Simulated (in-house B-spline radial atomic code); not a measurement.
# Rh²⁺ in a hard spherical wall

Aim: energy and levels of Rh²⁺ squeezed by an impenetrable sphere of shrinking radius. More than one configuration is followed.

Method: non-relativistic LDA (Slater, VWN5), spherical fractional occupations, point nucleus, basis-set limit. Code: in-house B-spline radial atomic code version 1.

### 1 The system

```
element       : rhodium (Z = 45)
charge        : +2
electrons     : 43
configuration : [Kr] 4d7
Hamiltonian   : non-relativistic
nucleus       : point
```

Outer shells as boxes (Hund's rule):

[Kr] 4d7
```
[Kr] core
4d [↑↓][↑↓][↑ ][↑ ][↑ ]
```

The boxes only draw the filling; these runs are spin-restricted and spherical.

### 2 Reference run without a wall

Settings of the run:

```ini
Z = 45
electrons = 43.0
configuration = [Kr] 4d7
hamiltonian = nr
method = lda,vwn
spin_polarised = False
```

### 3 Wall at 9.96 bohr, configuration [Kr] 4d7

Settings: those of step 2 with these lines changed.

```diff
@@ -6 +6,2 @@
 spin_polarised = False
+wall_radius = 9.96
```

### 4 Wall at 4.28 bohr, configuration [Kr] 4d7

Settings: those of step 3 with these lines changed.

```diff
@@ -6,2 +6,2 @@
 spin_polarised = False
-wall_radius = 9.96
+wall_radius = 4.28
```

### 5 Wall at 2.78 bohr, configuration [Kr] 4d7

Settings: those of step 4 with these lines changed.

```diff
@@ -6,2 +6,2 @@
 spin_polarised = False
-wall_radius = 4.28
+wall_radius = 2.78
```

### 6 Wall at 1.37 bohr, configuration [Kr] 4d7

Settings: those of step 5 with these lines changed.

```diff
@@ -6,2 +6,2 @@
 spin_polarised = False
-wall_radius = 2.78
+wall_radius = 1.37
```

### 7 Wall at 9.96 bohr, configuration [Ar] 3d10 4s2 4p5 4d7 4f1

Settings of the run:

```ini
Z = 45
electrons = 43.0
configuration = [Ar] 3d10 4s2 4p5 4d7 4f1
hamiltonian = nr
method = lda,vwn
spin_polarised = False
wall_radius = 9.96
```

### 8 Wall at 4.28 bohr, configuration [Ar] 3d10 4s2 4p5 4d7 4f1

Settings: those of step 7 with these lines changed.

```diff
@@ -6,2 +6,2 @@
 spin_polarised = False
-wall_radius = 9.96
+wall_radius = 4.28
```

### 9 Wall at 2.78 bohr, configuration [Ar] 3d10 4s2 4p5 4d7 4f1

Settings: those of step 8 with these lines changed.

```diff
@@ -6,2 +6,2 @@
 spin_polarised = False
-wall_radius = 4.28
+wall_radius = 2.78
```

### 10 Wall at 1.37 bohr, configuration [Ar] 3d10 4s2 4p5 4d7 4f1

Settings: those of step 9 with these lines changed.

```diff
@@ -6,2 +6,2 @@
 spin_polarised = False
-wall_radius = 2.78
+wall_radius = 1.37
```

### 11 Wall at 9.96 bohr, configuration [Ar] 3d10 4s2 4p5 4d8

Settings of the run:

```ini
Z = 45
electrons = 43.0
configuration = [Ar] 3d10 4s2 4p5 4d8
hamiltonian = nr
method = lda,vwn
spin_polarised = False
wall_radius = 9.96
```

### 12 Wall at 4.28 bohr, configuration [Ar] 3d10 4s2 4p5 4d8

Settings: those of step 11 with these lines changed.

```diff
@@ -6,2 +6,2 @@
 spin_polarised = False
-wall_radius = 9.96
+wall_radius = 4.28
```

### 13 Wall at 2.78 bohr, configuration [Ar] 3d10 4s2 4p5 4d8

Settings: those of step 12 with these lines changed.

```diff
@@ -6,2 +6,2 @@
 spin_polarised = False
-wall_radius = 4.28
+wall_radius = 2.78
```

### 14 Wall at 1.37 bohr, configuration [Ar] 3d10 4s2 4p5 4d8

Settings: those of step 13 with these lines changed.

```diff
@@ -6,2 +6,2 @@
 spin_polarised = False
-wall_radius = 2.78
+wall_radius = 1.37
```

Before running: What do the energy and the highest level do as the wall closes in, and which configuration is lower at each radius?

**Answer**, as computed:

| configuration | radius (bohr) | energy above the free system (eV) | pressure (GPa) | highest level (eV) |
| --- | --- | --- | --- | --- |
| [Kr] 4d7 | 9.96 | below noise | 1.59e-06 | -26.333 (4d) |
| [Kr] 4d7 | 4.28 | 0.647 | 6.85 | -25.693 (4d) |
| [Kr] 4d7 | 2.78 | 19.991 | 541 | -17.636 (4d) |
| [Kr] 4d7 | 1.37 | 1107.71 | 172812 | 129.61 (4d) |
| [Ar] 3d10 4s2 4p5 4d7 4f1 | 9.96 | 69.883 | 0.112 | -6.039 (4f) |
| [Ar] 3d10 4s2 4p5 4d7 4f1 | 4.28 | 77.937 | 28.8 | 4.296 (4f) |
| [Ar] 3d10 4s2 4p5 4d7 4f1 | 2.78 | 109.66 | 700 | 25.316 (4f) |
| [Ar] 3d10 4s2 4p5 4d7 4f1 | 1.37 | 1231.08 | 172450 | 189.19 (4f) |
| [Ar] 3d10 4s2 4p5 4d8 | 9.96 | 43.815 | 1.16e-06 | -27.270 (4d) |
| [Ar] 3d10 4s2 4p5 4d8 | 4.28 | 44.450 | 6.89 | -26.659 (4d) |
| [Ar] 3d10 4s2 4p5 4d8 | 2.78 | 64.742 | 569 | -18.489 (4d) |
| [Ar] 3d10 4s2 4p5 4d8 | 1.37 | 1171.66 | 174097 | 129.73 (4d) |

For [Kr] 4d7 the energy above the free reference is below noise at 9.96 bohr and 1107.71 eV at 1.37 bohr, where the electrons press on it with 172812 GPa. Its highest level passes zero between 2.78 and 1.37 bohr; in smaller spheres the level is positive, pushed up by confinement, and the wall keeps the electron in. Of [Kr] 4d7 and [Ar] 3d10 4s2 4p5 4d7 4f1, the first stays lower at every radius that both share. At 1.37 bohr the lowest of all 3 is [Kr] 4d7. A hard wall is a crude model of an atom's surroundings.
